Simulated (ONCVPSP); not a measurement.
# Mg: the cost of one run

The numbers are computed with ONCVPSP 4.0.1.1 (patched build) (PBEsol, scalar-relativistic, spin-unpolarised reference atom).

### Step 1. The design

Typed settings, in words:

- element: magnesium (Mg, Z = 12)
- type: optimised norm-conserving Vanderbilt (ONCV)
- frozen core: [He]
- valence charge: 10
- reference configuration: 2s2 2p6 3s2
- partial waves: 2s+3s: rc 1.20 bohr, ncon 4, nbas 7, qcut 11.2 1/bohr, 2 projectors; 2p: rc 1.05 bohr, ncon 3, nbas 6, qcut 10.5 1/bohr, 2 projectors, debl 1.1 Ha; d scattering state at 0.28 Ha: rc 1.05 bohr, ncon 4, nbas 9, qcut 11 1/bohr, local
- local potential: the d channel
- core correction: not asked for

The outer shells as boxes (Hund's rule for the drawing; the calculation is spin-unpolarised):

```
[He] core
2s [↑↓]
2p [↑↓][↑↓][↑↓]
3s [↑↓]
```

The nodes and maxima of the atom's own shells, from an earlier all-electron run, set the scale for the radii.

All-electron outer shells of the reference configuration (PBEsol, scalar-relativistic, ld1.x):

```json
{"shell": "1s", "level (eV)": "-1256.64", "outermost node (bohr)": "–", "outermost maximum (bohr)": "0.09"}
{"shell": "2s", "level (eV)": "-79.59", "outermost node (bohr)": "0.18", "outermost maximum (bohr)": "0.55"}
{"shell": "2p", "level (eV)": "-46.55", "outermost node (bohr)": "–", "outermost maximum (bohr)": "0.48"}
{"shell": "3s", "level (eV)": "-4.68", "outermost node (bohr)": "0.90", "outermost maximum (bohr)": "2.56"}
{"shell": "3p", "level (eV)": "-1.30", "outermost node (bohr)": "0.96", "outermost maximum (bohr)": "3.50"}
```

### Step 2. Generating the potential

Contents of Mg.dat:

```
# ATOM AND REFERENCE CONFIGURATION
# atsym  z   nc   nv     iexc    psfile
  Mg 12.00    1    3  -116133      upf
#
#   n    l    f
    1    0    2.00
    2    0    2.00
    2    1    6.00
    3    0    2.00
#
# PSEUDOPOTENTIAL AND OPTIMIZATION
# lmax
    2
#
#   l,   rc,      ep,       ncon, nbas, qcut
    0    1.20    0.00    4    7   11.20
    1    1.05    0.00    3    6   10.50
    2    1.05    0.28    4    9   11.00
#
# LOCAL POTENTIAL
# lloc, lpopt,  rc(5),   dvloc0
    2    5    1.05    0.00
#
# VANDERBILT-KLEINMAN-BYLANDER PROJECTORs
# l, nproj, debl
    0    2    1.00
    1    2    1.10
    2    0    1.60
#
# MODEL CORE CHARGE
# icmod, fcfact, rcfact
    0    0.00    0.00
#
# LOG DERIVATIVE ANALYSIS
# epsh1, epsh2, depsh
   -4.00    5.00    0.02
#
# OUTPUT GRID
# rlmax, drl
    6.00    0.01
#
# TEST CONFIGURATIONS
# ncnf
    4
# nvcnf
#   n    l    f
    3
    2    0    2.00
    2    1    6.00
    3    0    1.00
#
    3
    2    0    2.00
    2    1    6.00
    3    0    0.00
#
    3
    2    0    2.00
    2    1    6.00
    3    0    1.50
#
    3
    2    0    2.00
    2    1    5.00
    3    0    2.00
#
```

Command:

```
oncvpsp.x < Mg.dat > Mg.out
```

**Question.** How long does this run take on 1 thread of Neoverse-N1, shared host?

About 4.1 s.
